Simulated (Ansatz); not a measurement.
# K (hcp type): how the settings move a single-point run

Question: which choices in the input matter for K (hcp type)?

Computed with Ansatz 0.2.0 (reference: DFT, PBEsol, all-electron LAPW, scalar-relativistic, unless a step's input says otherwise).

1 further run of the same task is left out (it didn't finish). Runs told in other sessions of the task aren't counted.

## (1) The structure to begin with

It takes space group P6_3/mmc (No. 194, hexagonal). Conventional cell: a = 3.937 Å, b = 3.937 Å, c = 6.377 Å, α = 90.00°, β = 90.00°, γ = 120.00°. K (site symmetry -6m2) has 12 K at 3.92 to 3.94 Å in its first shell of neighbours.

Structure file:

```
K
1.0
     3.93660    0.00000    0.00000
    -1.96830    3.40920    0.00000
     0.00000    0.00000    6.37730
K
2
Cartesian
  0.0000 2.2728 1.5943
  1.9683 1.1364 4.7830
```

## (2) Baseline

File input.yaml:

```yaml
crystal:
  lattice:
    - [3.9366040416, 0.0, 0.0]
    - [-1.9683020208, 3.4091991047, 0.0]
    - [0.0, 0.0, 6.3772985475]
  atoms:
    - { symbol: K, position: [0.3333333333, 0.6666666667, 0.25] }
    - { symbol: K, position: [0.6666666667, 0.3333333333, 0.75] }
kpoints:
  mp_grid: { grid: [10, 10, 5] }
scf:
  occupations: { method: fermi_dirac, width: 0.05 }
hamiltonian:
  xc: pbesol
  pseudopotentials: { kind: all_electron, lapw: { basis_error: 0.001 } }
output:
  forces: true
  stress: true
  eigenvalues: true
  populations: true
```

Command:

```console
> ansatz run input.yaml --threads 1 --pin off --max-ram 2048MiB --backend cpu --events-out ev --progress --plain --runs-dir out
```

## (3) Changed: occupations.method gaussian, occupations.width 0.025

input.yaml, as its differences from that of step 2:

```diff
@@ -11,3 +11,3 @@
 scf:
-  occupations: { method: fermi_dirac, width: 0.05 }
+  occupations: { method: gaussian, width: 0.025 }
 hamiltonian:
```

Q: Predict the outcome of this session. Wanted: for each run, ending; energy change; pressure; gap; force.

The runs gave:

| run | ending | energy change | pressure (GPa) | gap (eV) | force (eV/Å) | cycles | time |
| --- | --- | --- | --- | --- | --- | --- | --- |
| reference | converged | 0 | 4.8 | 0.00 | 0.00 | 7 | 3.9 s |
| 1: occupations.method gaussian, occupations.width 0.025 | converged | +0.2 meV/atom (σ→0) | 4.8 | 0.00 | 0.00 | 6 | 3.6 s |

Residual by cycle in the longest SCF loop of each run; runs are numbered as in the table. The quantity is the density residual dr2, in eV.

```csv
cycle,reference,run 1
1,0.00787,0.00765
2,0.0038,0.00313
3,0.00128,7.5e-4
4,2.7e-4,9.3e-5
5,5.2e-6,1.2e-6
6,4.0e-7,3.7e-8
7,1.7e-8,-
```

What this shows: Changing the smearing hardly moves the energy: +0.2 meV/atom. Cost: 6 SCF cycles against 7.
